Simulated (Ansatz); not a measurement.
# K3Ge: the cost of one run

Method: DFT PBE, scalar-relativistic, plane waves, PAW, in Ansatz 0.2.0.

## 1. The starting structure

The structure is cubic, space group Fm-3m (No. 225). The conventional cell has a = 8.622 Å, b = 8.622 Å, c = 8.622 Å, α = 90.00°, β = 90.00°, γ = 90.00°. K (site symmetry -43m) is surrounded by 4 K at 3.73 Å and 4 Ge at 3.73 Å. K (site symmetry m-3m) is surrounded by 8 K at 3.73 Å. Around Ge (site symmetry m-3m) lie 8 K at 3.73 Å.

As a file:

```cif
data_structure
_symmetry_space_group_name_H-M 'P 1'
_symmetry_Int_Tables_number 1
_cell_length_a 6.0967
_cell_length_b 6.0967
_cell_length_c 6.0967
_cell_angle_alpha 60.000
_cell_angle_beta 60.000
_cell_angle_gamma 60.000
_cell_volume 160.24
loop_
_atom_site_label
_atom_site_type_symbol
_atom_site_fract_x
_atom_site_fract_y
_atom_site_fract_z
_atom_site_occupancy
K1 K 0.25000 0.25000 0.25000 1
K2 K 0.75000 0.75000 0.75000 1
K3 K 0.50000 0.50000 0.50000 1
Ge1 Ge 0.00000 0.00000 0.00000 1
```

This is candidate A: structure listed in a database for this formula (Fm-3m, No. 225).

(A quick probe on a coarse mesh, which set the mesh and smearing, is not shown.)

## 3. Full relaxation (candidate A)

The input, input.yaml:

```yaml
crystal:
  lattice:
    - [0.0, 4.311011, 4.311011]
    - [4.311011, 0.0, 4.311011]
    - [4.311011, 4.311011, 0.0]
  atoms:
    - { symbol: K, position: [0.25, 0.25, 0.25] }
    - { symbol: K, position: [0.75, 0.75, 0.75] }
    - { symbol: K, position: [0.5, 0.5, 0.5] }
    - { symbol: Ge, position: [0.0, 0.0, 0.0] }
basis:
  ecutwfc: 420
kpoints:
  mp_grid: { grid: [10, 10, 10] }
hamiltonian:
  xc: pbe
scf:
  occupations: { method: gaussian, width: 0.1 }
output:
  forces: true
  stress: true
  eigenvalues: true
relax:
  adjacent_minimum: "off"
  f_tol: 0.01
  max_steps: 80
  cell: { stress_tol: 0.05 }
```

Launch:

```bash
$ ansatz run input.yaml --threads 1 --pin off --max-ram 2560MiB --backend cpu --events-out ev --progress --plain --runs-dir out
```

What time and memory should one allow on 1 thread of Arm Neoverse V2, shared host?

About 24 s, with a peak of 0.48 GiB.
